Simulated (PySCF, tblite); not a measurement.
# C₇H₁₀O: a rotation path, then NMR shifts on frames

Aim: move C₇H₁₀O (`CCOC1C=CC=C1`) away from its starting geometry and see how NMR shifts follow the geometry.

Computed with tblite 0.8.0 and PySCF 2.14.0, with density-fitted response routines of our own, on a single molecule in the gas phase. Atoms count from 0, in the outputs and in this text.

**1. Starting geometry**

18 atoms, charge 0, multiplicity 1; geometry from: GFN2-xTB.

Bonds of the start (Å): C0–C1 1.52, C1–O2 1.41, O2–C3 1.40, C3–C4 1.50, C4–C5 1.34, C5–C6 1.45, C6–C7 1.34, C7–C3 1.51, C0–H8 1.09, C0–H9 1.09, C0–H10 1.09, C1–H11 1.10, C1–H12 1.10, C3–H13 1.11, C4–H14 1.07, C5–H15 1.08, C6–H16 1.08, C7–H17 1.07.

**2. A band between two rotamers with GFN2-xTB**

Job settings and geometry (Å):

```
{"job": {"kind": "neb", "xc": "GFN2-xTB", "basis": "xTB", "atoms": [4, 3, 2, 1], "turn": 120}, "charge": 0, "multiplicity": 1}
C     -3.017393    -0.003822    -0.215524
C     -1.632855    -0.628239    -0.150021
O     -0.698119     0.331031    -0.594078
C      0.617104    -0.144125    -0.719530
C      1.517849     0.857129    -1.390629
C      2.634128     1.002059    -0.671813
C      2.550508     0.180822     0.524672
C      1.379548    -0.461297     0.545962
H     -3.052114     0.878481     0.417321
H     -3.239559     0.296537    -1.235917
H     -3.763872    -0.718463     0.120598
H     -1.408460    -0.938793     0.880986
H     -1.585272    -1.522458    -0.793844
H      0.617720    -1.069017    -1.335476
H      1.247825     1.337014    -2.311260
H      3.478157     1.624261    -0.909516
H      3.327941     0.125131     1.266089
H      1.018104    -1.139933     1.295562
```

Method: GFN2-xTB climbing-image nudged elastic band, gas phase.

Command:

```sh
> OMP_NUM_THREADS=1 python probes_run.py task.json out
```

The driver reads the jobs from task.json and runs them one after another.

Standard output:

```text
image   E - E0 / eV
  0      -0.0000
  1       0.0101
  2       0.0371
  3       0.0718
  4       0.0807
  5       0.0399
  6      -0.0195
  7      -0.0606
  8      -0.0769
```

Wall time 2.5 s (1 thread of INTEL XEON PLATINUM 8581C at 2.30GHz, shared host); peak memory 0.19 GiB.

The final band, with the dihedral C4–C3–O2–C1:

| image | dihedral (°) | energy (eV) | energy (kcal/mol) |
| --- | --- | --- | --- |
| 0 | 171 | 0.000 | 0.0 |
| 1 | 185 | 0.010 | 0.2 |
| 2 | 201 | 0.037 | 0.9 |
| 3 | 219 | 0.072 | 1.7 |
| 4 | 240 | 0.081 | 1.9 |
| 5 | 260 | 0.040 | 0.9 |
| 6 | 277 | -0.019 | -0.4 |
| 7 | 289 | -0.061 | -1.4 |
| 8 | 299 | -0.077 | -1.8 |

**3. Nuclear shieldings: image 0, PBE0/pcSseg-1**

Job settings and geometry (Å):

```
{"job": {"kind": "nmr", "xc": "PBE0", "basis": "pcSseg-1", "pop": false}, "charge": 0, "multiplicity": 1}
C     -3.017400    -0.003800    -0.215500
C     -1.632900    -0.628200    -0.150000
O     -0.698100     0.331000    -0.594100
C      0.617100    -0.144100    -0.719500
C      1.517800     0.857100    -1.390600
C      2.634100     1.002100    -0.671800
C      2.550500     0.180800     0.524700
C      1.379500    -0.461300     0.546000
H     -3.052100     0.878500     0.417300
H     -3.239600     0.296500    -1.235900
H     -3.763900    -0.718500     0.120600
H     -1.408500    -0.938800     0.881000
H     -1.585300    -1.522500    -0.793800
H      0.617700    -1.069000    -1.335500
H      1.247800     1.337000    -2.311300
H      3.478200     1.624300    -0.909500
H      3.327900     0.125100     1.266100
H      1.018100    -1.139900     1.295600
```

Level: GIAO PBE0/pcSseg-1 NMR shielding, non-relativistic, gas phase.

Standard output:

```text
coarse grid: 14888 points
cycle   1  E = -347.3335926306  dE =  1.214e+00  |g| = 6.100e-01  |ddm| = 3.767e+00
cycle   2  E = -347.2827618223  dE =  5.083e-02  |g| = 8.173e-01  |ddm| = 1.334e+00
cycle   3  E = -347.4114960346  dE = -1.287e-01  |g| = 1.052e-01  |ddm| = 8.554e-01
cycle   4  E = -347.4134070225  dE = -1.911e-03  |g| = 3.624e-02  |ddm| = 1.053e-01
cycle   5  E = -347.4136924530  dE = -2.854e-04  |g| = 8.154e-03  |ddm| = 3.511e-02
cycle   6  E = -347.4137035476  dE = -1.109e-05  |g| = 4.736e-03  |ddm| = 1.082e-02
cycle   7  E = -347.4137091889  dE = -5.641e-06  |g| = 4.252e-04  |ddm| = 4.006e-03
final grid: 143384 points
cycle   8  E = -347.4734636461  dE = -3.747e-05  |g| = 1.194e-02  |ddm| = 3.741e-02
cycle   9  E = -347.4734403757  dE =  2.327e-05  |g| = 1.664e-02  |ddm| = 1.955e-02
cycle  10  E = -347.4734926032  dE = -5.223e-05  |g| = 1.669e-03  |ddm| = 1.195e-02
cycle  11  E = -347.4734932086  dE = -6.054e-07  |g| = 1.893e-04  |ddm| = 1.756e-03
cycle  12  E = -347.4734932132  dE = -4.633e-09  |g| = 1.178e-04  |ddm| = 2.515e-04
cycle  13  E = -347.4734932165  dE = -3.309e-09  |g| = 3.498e-05  |ddm| = 1.205e-04
cycle  14  E = -347.4734932168  dE = -2.959e-10  |g| = 5.439e-06  |ddm| = 3.525e-05
converged SCF energy = -347.4734932168

GIAO shielding tensors (ppm)
atom      isotropic    diamagn.    paramagn.     s11        s22        s33       span
  0 C      168.538     246.224     -77.686    152.857    167.034    185.724     32.867
  1 C      115.980     245.771    -129.791     83.835     98.929    165.176     81.341
  2 O      280.153     398.332    -118.180    248.232    272.681    319.546     71.313
  3 C       94.623     241.298    -146.675     70.909     87.110    125.851     54.942
  4 C       40.305     252.700    -212.395    -64.847     38.341    147.422    212.269
  5 C       49.534     254.973    -205.439    -57.870     56.656    149.816    207.686
  6 C       47.420     254.544    -207.124    -59.760     55.237    146.783    206.543
  7 C       44.958     255.418    -210.460    -65.969     34.099    166.743    232.712
  8 H       30.238      29.558       0.681     26.376     28.648     35.692      9.316
  9 H       30.204      28.702       1.501     26.219     28.538     35.854      9.635
 10 H       30.674      27.156       3.518     26.701     27.809     37.512     10.811
 11 H       27.757      32.251      -4.494     22.441     28.780     32.049      9.607
 12 H       28.069      30.903      -2.834     24.639     27.655     31.912      7.273
 13 H       27.100      29.792      -2.692     24.307     25.772     31.220      6.913
 14 H       25.041      31.290      -6.249     22.318     25.817     26.988      4.670
 15 H       25.253      30.704      -5.451     23.575     24.328     27.856      4.282
 16 H       25.136      31.566      -6.430     23.423     24.145     27.840      4.417
 17 H       24.764      32.783      -8.019     21.340     25.084     27.869      6.529
```

Wall time 21 s (1 thread of INTEL XEON PLATINUM 8581C at 2.30GHz, shared host); peak memory 0.81 GiB.

Shifts follow as δ = σ(reference) − σ, with reference shieldings (ppm) from runs at the same level and on the same kind of geometry: 1H TMS 31.72, 13C TMS 186.9, 17O H2O 336.1. The references are single molecules in the gas phase, so shifts against H2O, NH3, PH3, H3PO4 or CFCl3 are not on the usual liquid scales and can be off by tens of ppm. Each atom is listed at this fixed geometry, with no averaging over motion; a spectrum would average atoms that exchange fast.

| atoms | environment | σ (ppm) | δ (ppm) |
| --- | --- | --- | --- |
| C4 | alkene CH | 40.3 | 146.6 |
| C7 | alkene CH | 45.0 | 142.0 |
| C6 | alkene CH | 47.4 | 139.5 |
| C5 | alkene CH | 49.5 | 137.4 |
| C3 | allylic sp3 CH bonded to O | 94.6 | 92.3 |
| C1 | sp3 CH2 bonded to O | 116.0 | 70.9 |
| C0 | methyl carbon | 168.5 | 18.4 |
| H17 | hydrogen on an alkene CH | 24.76 | 6.95 |
| H14 | hydrogen on an alkene CH | 25.04 | 6.68 |
| H16 | hydrogen on an alkene CH | 25.14 | 6.58 |
| H15 | hydrogen on an alkene CH | 25.25 | 6.46 |
| H13 | hydrogen on an allylic sp3 CH bonded to O | 27.10 | 4.62 |
| H11 | hydrogen on an sp3 CH2 bonded to O | 27.76 | 3.96 |
| H12 | hydrogen on an sp3 CH2 bonded to O | 28.07 | 3.65 |
| H9 | hydrogen on a methyl carbon | 30.20 | 1.51 |
| H8 | hydrogen on a methyl carbon | 30.24 | 1.48 |
| H10 | hydrogen on a methyl carbon | 30.67 | 1.04 |
| O2 | ether oxygen | 280.2 | 55.9 |

Ring of atoms C3, C4, C5, C6, C7: NICS(0) -0.6, NICS(1) -3.7, NICS(1)zz -4.7 ppm (means of both faces).

**4. NMR shieldings: image 2, PBE0/pcSseg-1**

Job settings and geometry (Å):

```
{"job": {"kind": "nmr", "xc": "PBE0", "basis": "pcSseg-1", "pop": false}, "charge": 0, "multiplicity": 1}
C     -2.985000    -0.040500    -0.204100
C     -1.551400    -0.511600    -0.018600
O     -0.714000     0.267000    -0.847300
C      0.625600    -0.166600    -0.919800
C      1.536900     0.939400    -1.382500
C      2.572700     1.042500    -0.546200
C      2.430900     0.068600     0.523200
C      1.299800    -0.620400     0.351900
H     -3.053200     1.019600     0.022000
H     -3.304300    -0.197400    -1.230400
H     -3.641400    -0.592400     0.463400
H     -1.253800    -0.386300     1.032900
H     -1.464400    -1.577800    -0.278900
H      0.700300    -1.007900    -1.641700
H      1.324400     1.523300    -2.256800
H      3.398200     1.727700    -0.621200
H      3.143500    -0.056700     1.319200
H      0.926400    -1.424200     0.958400
```

With the program's defaults for keys left out, this is: GIAO PBE0/pcSseg-1 NMR shielding, non-relativistic, gas phase.

Standard output:

```text
coarse grid: 14888 points
cycle   1  E = -347.3313216829  dE =  1.212e+00  |g| = 6.104e-01  |ddm| = 3.763e+00
cycle   2  E = -347.2812635215  dE =  5.006e-02  |g| = 8.158e-01  |ddm| = 1.337e+00
cycle   3  E = -347.4090046362  dE = -1.277e-01  |g| = 1.063e-01  |ddm| = 8.621e-01
cycle   4  E = -347.4109791771  dE = -1.975e-03  |g| = 3.676e-02  |ddm| = 1.082e-01
cycle   5  E = -347.4112727519  dE = -2.936e-04  |g| = 9.074e-03  |ddm| = 3.630e-02
cycle   6  E = -347.4112877324  dE = -1.498e-05  |g| = 4.758e-03  |ddm| = 1.140e-02
cycle   7  E = -347.4112933781  dE = -5.646e-06  |g| = 4.050e-04  |ddm| = 3.955e-03
final grid: 143384 points
cycle   8  E = -347.4709825813  dE = -4.236e-05  |g| = 1.190e-02  |ddm| = 3.978e-02
cycle   9  E = -347.4709599350  dE =  2.265e-05  |g| = 1.649e-02  |ddm| = 1.968e-02
cycle  10  E = -347.4710117010  dE = -5.177e-05  |g| = 1.695e-03  |ddm| = 1.198e-02
cycle  11  E = -347.4710123199  dE = -6.189e-07  |g| = 1.982e-04  |ddm| = 1.811e-03
cycle  12  E = -347.4710123247  dE = -4.809e-09  |g| = 1.321e-04  |ddm| = 2.717e-04
cycle  13  E = -347.4710123289  dE = -4.215e-09  |g| = 3.593e-05  |ddm| = 1.341e-04
cycle  14  E = -347.4710123292  dE = -3.141e-10  |g| = 5.894e-06  |ddm| = 3.696e-05
converged SCF energy = -347.4710123292

GIAO shielding tensors (ppm)
atom      isotropic    diamagn.    paramagn.     s11        s22        s33       span
  0 C      168.282     245.496     -77.215    152.334    166.624    185.887     33.554
  1 C      115.402     247.111    -131.710     82.689    101.858    161.658     78.969
  2 O      283.921     398.262    -114.341    251.333    280.000    320.429     69.096
  3 C       96.411     240.669    -144.258     71.430     91.350    126.452     55.022
  4 C       39.070     253.902    -214.832    -67.803     36.568    148.444    216.247
  5 C       49.594     254.972    -205.378    -57.155     57.600    148.337    205.492
  6 C       46.320     254.599    -208.279    -60.677     53.792    145.845    206.522
  7 C       44.821     256.104    -211.283    -63.815     37.629    160.648    224.463
  8 H       30.262      29.265       0.997     26.413     28.745     35.628      9.215
  9 H       30.276      28.307       1.969     26.407     28.379     36.040      9.633
 10 H       30.722      27.471       3.251     26.638     27.983     37.544     10.907
 11 H       27.901      32.824      -4.923     22.212     29.377     32.115      9.903
 12 H       27.810      31.648      -3.839     23.681     27.970     31.778      8.097
 13 H       26.754      29.046      -2.293     23.246     25.412     31.603      8.357
 14 H       24.953      31.204      -6.252     22.239     25.787     26.833      4.594
 15 H       25.266      30.728      -5.462     23.667     24.351     27.781      4.114
 16 H       25.135      31.754      -6.619     23.356     24.123     27.927      4.571
 17 H       24.875      33.176      -8.302     21.741     24.884     27.999      6.257
```

Wall time 23 s (1 thread of INTEL XEON PLATINUM 8581C at 2.30GHz, shared host); peak memory 0.92 GiB.

This run: δ C4 147.9, C7 142.1, C6 140.6, C5 137.3, H17 6.84, H14 6.76 ppm.

(Part 1 of 2 ends here.)
